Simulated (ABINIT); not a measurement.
**AgRh in ABINIT: the effect of functional**

Crystal: AgRh.

```
Ag Rh
1.0
     2.77759    0.00000    0.00000
    -1.38879    2.40546    0.00000
     0.00000    0.00000    4.80860
Ag Rh
1 1
Direct
  0.00000 0.00000 0.50000
  0.66667 0.33333 0.00000
```

The cell comes from a database or a generator and needn't be the stable form of this composition.

Alike in all runs:

| Item | Value |
| --- | --- |
| Program | ABINIT 10.8.3 (patched build) |
| Task | band structure |
| Potentials or basis | JTH PAW PBE v2.0 |
| Cutoff | 544 eV |
| k mesh | 11 × 11 × 6 |
| Occupations | fermi-dirac, width 0.05 eV |
| Spin | no spin polarisation |

```csv
functional,pressure (GPa)
LDA,-15.3
PBEsol,-10.4
RPBE,1.9
BLYP,7.2
AM05,-10.8
r2SCAN,-6.3
SCAN,-8.2
revPBE,?
PW91,-2.2
WC,-9.4
```

Task: What does the run with functional revPBE give?

Result: Pressure 0.7 GPa.

Caveats: the PAW data sets were made with another functional, which shifts forces and pressure a little.

Runs at the PBE level aren't shown here.
